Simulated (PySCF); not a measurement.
# [Pm(H2O)3]3+: other functionals and bases at one geometry

The task here is to estimate one member of a computed series from the others.

The runs use PySCF 2.14.0; several levels, as the steps say, no spin–orbit coupling.

1 further run of the same task is left out (for a known fault of the program).

### Where the work starts

10 atoms, charge 3, spin multiplicity 1.

Bond lengths: Pm1–O2 2.323 Å, Pm1–O5 2.323 Å, Pm1–O8 2.323 Å, O2–H3 0.987 Å, O2–H4 0.987 Å, O5–H6 0.987 Å, O5–H7 0.987 Å, O8–H9 0.987 Å, O8–H10 0.987 Å. Angles: O2–Pm1–O5 120.0°, O2–Pm1–O8 120.0°, O5–Pm1–O8 120.0°, Pm1–O2–H3 128.6°, Pm1–O2–H4 128.6°, H3–O2–H4 102.8°, Pm1–O5–H6 128.6°, Pm1–O5–H7 128.6°, H6–O5–H7 102.8°, Pm1–O8–H9 128.6°, Pm1–O8–H10 128.6°, H9–O8–H10 102.8°.

Geometry (Å):

```xyz
10

Pm    0.00000    0.00000    0.00000
O     2.32323    0.00001    0.00000
H     2.93936   -0.74681    0.19266
H     2.93936    0.74684   -0.19266
O    -1.16163    2.01197    0.00000
H    -0.82293    2.91897    0.19266
H    -2.11646    2.17214   -0.19266
O    -1.16161   -2.01199    0.00000
H    -2.11644   -2.17216    0.19266
H    -0.82290   -2.91897   -0.19266
```

Formal oxidation states: Pm +3. Each metal's 4 4f electrons lie in its core potential, so multiplicities, spins and levels count the valence alone. An earlier session relaxed this geometry at PBE0, Pm lcecp-1-SVP with ECP50, O def2-SVP, H def2-SVP (singlet, point group D3).

At PBE0 on the finer grid: E = -261.912192 Eh, HOMO -24.97 eV, LUMO -16.77 eV, Mulliken charge on Pm1 +2.02 e, largest force component 0.003 eV/Å. 

Levels to run: BLYP; CAM-B3LYP; PBE0, TZVP. Hardware: 2 threads of Arm Neoverse V2, shared host.

The first run:

run.py (the lines that set the calculation)

```python
mol = gto.M(atom='''
Pm     0.00000     0.00000     0.00000
O      2.32323     0.00001     0.00000
H      2.93936    -0.74681     0.19266
H      2.93936     0.74684    -0.19266
O     -1.16163     2.01197     0.00000
H     -0.82293     2.91897     0.19266
H     -2.11646     2.17214    -0.19266
O     -1.16161    -2.01199     0.00000
H     -2.11644    -2.17216     0.19266
H     -0.82290    -2.91897    -0.19266''',
    basis={'Pm': 'lcecp-1-SVP', 'O': 'def2-SVP', 'H': 'def2-SVP'},
    ecp={'Pm': 'lcecp-1-SVP'},
    charge=3, spin=0)
mf = dft.RKS(mol, xc='BLYP')
mf.grids.atom_grid = (75, 302)  # f atoms: unpruned, at least (60, 302)
mf = mf.density_fit()  # fitting sets: Pm AutoAux, O def2-universal-JKFIT, H def2-universal-JKFIT
mf.conv_tol = 1e-08; mf.max_cycle = 55
mf.kernel(dm0)  # dm0: the density of the relaxed state
```

Launch:

```
$ OMP_NUM_THREADS=2 python run.py
```

Steps of the session up to this table: BLYP; CAM-B3LYP; PBE0, TZVP.

One of the session's tables, all rows but one given; the rest of the session is left out.

| level | HOMO (eV) | gap (eV) | charge on Pm1 (e) | largest force component (eV/Å) |
| --- | --- | --- | --- | --- |
| PBE0 (relaxed here) | -24.97 | 8.20 | 2.02 | 0.00 |
| BLYP | -23.00 | 5.37 | 1.86 | 0.57 |
| CAM-B3LYP | ? | ? | ? | ? |
| PBE0, TZVP | -24.98 | 8.29 | 2.24 | 0.32 |

Q: Estimate the row for CAM-B3LYP from the others.

The run gave: HOMO (eV): -26.45; gap (eV): 10.63; charge on Pm1 (e): 2.00; largest force component (eV/Å): 0.12. In the column «HOMO (eV)» it is the lowest.

In one basis the HOMO–LUMO gap runs from 5.37 eV (BLYP) to 10.63 eV (CAM-B3LYP). The largest leftover force, 0.57 eV/Å with BLYP, stands at a geometry relaxed at another level. With 4f in the core, its levels are missing from HOMO and gap, and its count is fixed, so no charge can pass from the ligands into it. Total energies of different levels can't be compared.
